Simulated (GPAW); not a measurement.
Runs of GPAW 26.7.0 on WAu. The structure is cubic, space group F-43m (No. 216). The conventional cell has a = 5.496 Å, b = 5.496 Å, c = 5.496 Å, α = 90.00°, β = 90.00°, γ = 90.00°. W (site symmetry -43m) has 4 Au at 2.38 Å as nearest neighbours. Au (site symmetry -43m) is surrounded by 4 W at 2.38 Å. The cell was built by a generator and needn't be a form met in nature.

| task | level | potentials or basis | cell | k mesh | cutoff (eV) | maxiter | optimizer | fmax | max steps | convergence | gap on the mesh (eV) | pressure (GPa) | relaxed volume (Å³/atom) |
| --- | --- | --- | --- | --- | --- | --- | --- | --- | --- | --- | --- | --- | --- |
| relaxation of cell and atoms | revPBE+D4 | the program's PAW data sets (release 1.2.1) made for this functional, pw | relaxed | 8 × 8 × 8 | 600 | 150 | BFGS | 0.02 eV/Å | 60 | density=1e-05 forces=0.0001 | none | 0.0 | 24.06 |
| relaxation of cell and atoms | revPBE+D3(BJ) | the program's PAW data sets (release 1.2.1) made for this functional, pw | relaxed | 8 × 8 × 8 | 600 | 150 | BFGS | 0.02 eV/Å | 60 | density=1e-05 forces=0.0001 | none | 0.1 | 23.83 |
| relaxation of cell and atoms | revPBE | the program's PAW data sets (release 1.2.1) made for this functional, pw | relaxed | 8 × 8 × 8 | 600 | 150 | BFGS | 0.02 eV/Å | 60 | density=1e-05 forces=0.0001 | none | 0.0 | (a) |
| single point | PBE | GPAW PAW data sets (gpaw-data 1.2.1), pw | as given | 7 × 7 × 7 | 500 | 120 | - | - | - | default | none | 34.2 | - |

Alike in all rows: no spin polarisation; smearing fermi-dirac 0.05 eV.

Q: Fill in the values left out.

A: (a) 25.12.

Caveats: with this Au data set, volumes or pressures lay over 1.5 % or 2 GPa off other programs in two to four cells of ten; later steps reuse the first step's grids (some runs); the volume moved by over 15 % at a fixed basis, so the end points are rough (some runs); pairwise dispersion overbinds metals, which lowers pressure and volume (some runs); the cutoff is short for stress and forces, so pressures can be off by a GPa or more (some runs); a pressure of tens of GPa on the cell as given is suspect, and the run, the potentials or the cell itself is likely at fault (some runs).

A k mesh can miss the band edges, and the runs leave out spin-orbit coupling on Au, W.

A gap of «none» marks a metal or a gap under the smearing width.

Not every run made on this cell is shown here.
